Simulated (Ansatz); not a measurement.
# H4O2SiZn: the cost of one run

Method: RKS PBE-D4/def2-SVP, in Ansatz 0.2.0.

## 1. The structure to begin with

Bond lengths: O1–Zn2 1.698 Å, Zn2–O3 1.706 Å, O3–Si4 1.612 Å, O1–H5 0.954 Å, Si4–H6 1.463 Å, Si4–H7 1.468 Å, Si4–H8 1.468 Å. Angles: O1–Zn2–O3 151.5°, Zn2–O1–H5 124.4°, Zn2–O3–Si4 156.4°, O3–Si4–H6 102.9°, O3–Si4–H7 108.9°, O3–Si4–H8 109.4°, H6–Si4–H7 112.9°, H6–Si4–H8 112.7°, H7–Si4–H8 109.7°.

As a file:

```xyz
8

O     1.0974    2.3663   -1.7583
Zn    0.5035    0.9477   -1.0398
O     0.0112    0.0508    0.3254
Si   -0.6012   -1.2093    1.1232
H     1.2776    2.4639   -2.6904
H    -0.3794   -0.8493    2.5235
H    -2.0235   -1.3406    0.7853
H     0.1144   -2.4295    0.7311
```

## 2. Relaxing end A

File input.yaml:

```yaml
crystal:
  periodic: [false, false, false]
  atoms:
    - { symbol: O, position_ang: [1.0974, 2.36633, -1.75827] }
    - { symbol: Zn, position_ang: [0.50347, 0.94768, -1.03979] }
    - { symbol: O, position_ang: [0.01117, 0.05079, 0.32537] }
    - { symbol: Si, position_ang: [-0.60121, -1.20933, 1.12322] }
    - { symbol: H, position_ang: [1.27765, 2.46394, -2.69041] }
    - { symbol: H, position_ang: [-0.37944, -0.84927, 2.52348] }
    - { symbol: H, position_ang: [-2.02347, -1.34061, 0.78529] }
    - { symbol: H, position_ang: [0.11443, -2.42951, 0.73111] }
basis:
  gaussian: { orbitals: def2-SVP }
hamiltonian:
  xc: pbe
  dispersion: d4
relax:
  f_tol: 0.015
  max_steps: 40
output:
  orbitals: {}
```

On the command line:

```
$ ansatz run input.yaml --threads 2 --pin off --max-ram 3072MiB --backend cpu --events-out ev --progress --plain --runs-dir out
```

Q: Estimate wall time and peak memory on 2 threads of Arm Neoverse V1, shared host.

About 46 s, with a peak of 0.14 GiB.
